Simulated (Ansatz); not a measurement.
# Ca started on a Ti site and a Ti vacancy in perovskite SrTiO3, 39 atoms, charge 0

Aim: let the atoms about the defect relax, then find its formation energy and its levels in the gap by PBEsol and r²SCAN.

All numbers are computed with Ansatz 0.2.0 (PAW, plane waves).

### 1 The starting cell

39 atoms (8 Sr, 1 Ca, 6 Ti, 24 O); a = 7.783 Å, b = 7.783 Å, c = 7.783 Å, α = 90.00°, β = 90.00°, γ = 90.00°. All atoms were shaken off their sites by about 0.02 Å along each axis; atoms next to an added one may be pushed further to make room. Defect site 1: (0.250, 0.250, 0.250). Defect site 2: (0.750, 0.750, 0.750).

Steps to follow: (2) PBEsol relaxation at the single k point (¼, ¼, ¼), on 1 × NVIDIA H100 80GB HBM3 with 4 threads of AMD EPYC 7R13; (3) r²SCAN single point at the single k point (¼, ¼, ¼), on 4 threads of AMD EPYC 7R13.

### 2 Relaxation of the positions (PBEsol)

Input file in.yaml:

```yaml
crystal:
  lattice:
    - [7.782821, 0.000000, 0.000000]
    - [0.000000, 7.782821, 0.000000]
    - [0.000000, 0.000000, 7.782821]
  atoms:
    - { symbol: Sr, position: [0.001782, 0.992352, 0.003553] }
    - { symbol: Sr, position: [0.998023, 0.000014, 0.500697] }
    - { symbol: Sr, position: [0.005026, 0.500476, 0.001059] }
    - { symbol: Sr, position: [0.000548, 0.502503, 0.496709] }
    - { symbol: Sr, position: [0.504150, 0.002006, 0.005057] }
    - { symbol: Sr, position: [0.500119, 0.999088, 0.500557] }
    - { symbol: Sr, position: [0.501219, 0.503780, 0.998362] }
    - { symbol: Sr, position: [0.498691, 0.497365, 0.502287] }
    - { symbol: Ca, position: [0.249397, 0.250630, 0.248539] }
    - { symbol: Ti, position: [0.247053, 0.248792, 0.744388] }
    - { symbol: Ti, position: [0.250640, 0.749217, 0.249116] }
    - { symbol: Ti, position: [0.247006, 0.753136, 0.748212] }
    - { symbol: Ti, position: [0.751118, 0.250268, 0.248035] }
    - { symbol: Ti, position: [0.752159, 0.253447, 0.751766] }
    - { symbol: Ti, position: [0.746320, 0.753171, 0.251614] }
    - { symbol: O, position: [0.250446, 0.252490, 0.998984] }
    - { symbol: O, position: [0.252048, 0.249250, 0.497885] }
    - { symbol: O, position: [0.248504, 0.750883, 0.000171] }
    - { symbol: O, position: [0.246884, 0.749954, 0.500799] }
    - { symbol: O, position: [0.749783, 0.246293, 0.997202] }
    - { symbol: O, position: [0.747801, 0.250435, 0.498645] }
    - { symbol: O, position: [0.755621, 0.748240, 0.007181] }
    - { symbol: O, position: [0.751929, 0.746882, 0.500849] }
    - { symbol: O, position: [0.001822, 0.254073, 0.249170] }
    - { symbol: O, position: [0.000520, 0.245906, 0.751222] }
    - { symbol: O, position: [0.996576, 0.748616, 0.253093] }
    - { symbol: O, position: [0.001299, 0.753762, 0.748862] }
    - { symbol: O, position: [0.497576, 0.250256, 0.252167] }
    - { symbol: O, position: [0.496853, 0.250036, 0.746629] }
    - { symbol: O, position: [0.495983, 0.744513, 0.247910] }
    - { symbol: O, position: [0.503247, 0.744072, 0.749051] }
    - { symbol: O, position: [0.253992, 0.999557, 0.249016] }
    - { symbol: O, position: [0.249993, 0.990440, 0.747053] }
    - { symbol: O, position: [0.250697, 0.498913, 0.248505] }
    - { symbol: O, position: [0.249829, 0.502482, 0.752567] }
    - { symbol: O, position: [0.746018, 0.001159, 0.247082] }
    - { symbol: O, position: [0.750788, 0.004641, 0.752678] }
    - { symbol: O, position: [0.754920, 0.500200, 0.250601] }
    - { symbol: O, position: [0.749774, 0.502908, 0.748928] }
  symmetry: { detect: false }
kpoints:
  mp_grid: { grid: [1, 1, 1], shift: [0.25, 0.25, 0.25] }
hamiltonian:
  xc: pbesol
scf:
  occupations: { method: fermi_dirac, width: 0.01 }
relax:
  f_tol: 0.03
  max_steps: 80
  escape_saddle: false
  adjacent_minimum: "off"
output:
  forces: true
  eigenvalues: true
  populations: true
```

Run with:

```console
$ ansatz run in.yaml --threads 4 --pin off --max-ram 61750MiB --runs-dir r --events-out ev --progress --plain --backend cuda --devices 0, --max-vram 37GiB
```

The runs that follow: r²SCAN single point.

Q: Predict the outcome of this session. Wanted: for each run, formation energy; host gap; top filled to lowest empty.

The runs gave:

```
             level                  time  formation energy (eV)  host gap (eV)  top filled to lowest empty (eV)
PBEsol, relaxation            35 s (GPU)                  22.82           1.46                             0.07
            r²SCAN  29 s (4 CPU threads)                  25.20           1.89                             0.08
```

| quantity | value |
| --- | --- |
| relaxation | 17 recorded steps, 4.10 eV gained |
| largest shift | 0.59 Å (O24) |

Relaxation gains 4.10 eV, with shifts up to 0.59 Å (O24). The formation energy goes from 22.82 eV (PBEsol) to 25.20 eV (r²SCAN). The reservoirs are the elements' reference phases; where the defect changes the composition, the value depends on that choice. No run here has spin, U or exact exchange, so an extra electron can't trap itself on a metal ion as a small polaron. The host's edges were read at Γ, so band-like levels at this k point need not coincide with them. Finite-cell errors of some tenths of an eV remain in such numbers.
